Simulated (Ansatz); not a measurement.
# NiO: the cost of one run

Computed with Ansatz 0.2.0 (DFT PBE, PAW, plane waves, scalar-relativistic, unless a step's input says otherwise).

### 1 The structure to begin with

Symmetry: Fm-3m, No. 225, cubic system. Conventional cell: a = 4.196 Å, b = 4.196 Å, c = 4.196 Å, α = 90.00°, β = 90.00°, γ = 90.00°. Ni (site symmetry m-3m) is surrounded by 6 O at 2.10 Å. O (site symmetry m-3m) is surrounded by 6 Ni at 2.10 Å.

Structure file:

```cif
data_structure
_symmetry_space_group_name_H-M 'P 1'
_symmetry_Int_Tables_number 1
_cell_length_a 2.9669
_cell_length_b 5.1388
_cell_length_c 2.9669
_cell_angle_alpha 90.000
_cell_angle_beta 90.000
_cell_angle_gamma 54.736
_cell_volume 36.93
loop_
_atom_site_label
_atom_site_type_symbol
_atom_site_fract_x
_atom_site_fract_y
_atom_site_fract_z
_atom_site_occupancy
Ni1 Ni 0.00000 0.00000 0.00000 1
Ni2 Ni 0.00000 0.50000 0.50000 1
O1 O 0.50000 0.00000 0.50000 1
O2 O 0.50000 0.50000 0.00000 1
```

Labels such as O4 number the atoms in the order of the input file.

Planned first: parallel moments, plain SCF; opposed moments +-, plain SCF; no spin polarisation; spin on, no moments given (the program may seed its own), plain SCF. Further starts follow from what these give.

A plain SCF has the search for lower states switched off and ends at the first converged state. Ends within 0.2 meV/atom and 0.1 μB count as one state.

Site moments are integrals over atomic spheres and don't add up to the total.

### 2 Parallel moments, plain SCF

The input, input.yaml:

```yaml
crystal:
  lattice:
    - [0.0, -2.09791, -2.09791]
    - [-4.19582, -2.09791, -2.09791]
    - [0.0, 2.09791, -2.09791]
  atoms:
    - { symbol: Ni, position: [0.0, 0.0, 0.0], spin: 2.0 }
    - { symbol: Ni, position: [0.0, 0.5, 0.5], spin: 2.0 }
    - { symbol: O, position: [0.5, 0.0, 0.5] }
    - { symbol: O, position: [0.5, 0.5, 0.0] }
magnetization:
  spin_polarized: true
hamiltonian:
  xc: pbe
  pseudopotentials: { kind: paw }
basis:
  ecutwfc: 420
kpoints:
  mp_grid: { grid: [9, 5, 7] }
scf:
  occupations: { method: gaussian, width: 0.1 }
  lower_state_search: "off"
output:
  forces: true
  stress: true
```

Q: Estimate wall time and peak memory on 2 threads of an Arm CPU, shared host.

About 8.1 s, with a peak of 0.41 GiB.
